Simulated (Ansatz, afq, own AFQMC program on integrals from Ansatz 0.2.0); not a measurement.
**H₃ (doublet): quantum Monte Carlo beside coupled cluster at distance H1–H2 along a hydrogen transfer = 0.745 Å, cc-pVTZ**

One table from this session's results is given with a row withheld; the runs are named, their logs left out.

The runs use Ansatz 0.2.0, Gaussian basis, and an in-house AFQMC program (afq) on its integrals; all values are calculated; cc-pVTZ, frozen cores.

Plan: Full CI; PBE (unrestricted); r2SCAN (unrestricted); PBE0 (unrestricted); B3LYP (unrestricted); wB97M-V (unrestricted); B2PLYP (unrestricted); CCSD(T) on UHF; Full CI; CCSD(T) on UHF; CCSD(T) on UHF; Phaseless AFQMC, CISD trial on UHF; Phaseless AFQMC, single-determinant trial on UHF.

## The geometry

The geometry derives from fragments relaxed apart (PBE0/def2-TZVP) and kept rigid, so it is no stationary point. A hydrogen atom is moved between rigid fragments.

3 atoms, charge 0, spin multiplicity 2.

Atoms are counted from 1 here; the program's logs count them from 0.

Bond lengths: H1–H2 0.745 Å.

The first run:

File in.yaml:

```yaml
crystal:
  periodic: [false, false, false]
  atoms:
    - {symbol: H, position_ang: [0.000000, 0.000000, -0.877000]}
    - {symbol: H, position_ang: [0.000000, 0.000000, -0.132000]}
    - {symbol: H, position_ang: [0.000000, 0.000000, 1.009000]}
basis:
  gaussian: {orbitals: cc-pVTZ}
magnetization: {spin_polarized: false, initial_magnetization: 1}
correlation: {method: fci, electrons: outside_noble_gas}
```

The run is started by

```sh
$ ansatz run in.yaml --threads 1 --pin off --events-out ev --progress --plain --max-ram 24576MiB --backend cuda --devices 0, --max-vram 18GiB
```

Among the steps run: Full CI; PBE (unrestricted); r2SCAN (unrestricted); PBE0 (unrestricted); B3LYP (unrestricted); wB97M-V (unrestricted); B2PLYP (unrestricted); CCSD(T) on UHF; Phaseless AFQMC, CISD trial on UHF; Phaseless AFQMC, single-determinant trial on UHF.

One table of the session follows, with a row left open; its other results are not shown here.

On the UHF determinant, counted from full CI (exact for this spin and basis):

| level | from full CI (meV) |
| --- | --- |
| HF | +1296.6 |
| MP2 | +283.8 |
| CCSD | ? |
| CCSD(T) | +2.3 |
| full CI | 0.0 |
| Phaseless AFQMC, CISD trial, step 0.005, 4000 walkers | +0.2 |
| Phaseless AFQMC, single-determinant trial, step 0.005, 4000 walkers | -10.0 |

Estimate the missing values for CCSD.

The run gave: from full CI (meV): +11.3. In the column «from full CI (meV)» it lies between CCSD(T) (+2.3) and MP2 (+283.8).

To keep in mind: On UHF the phaseless walk with the CISD trial lies +0.2 meV from full CI, within three error bars.
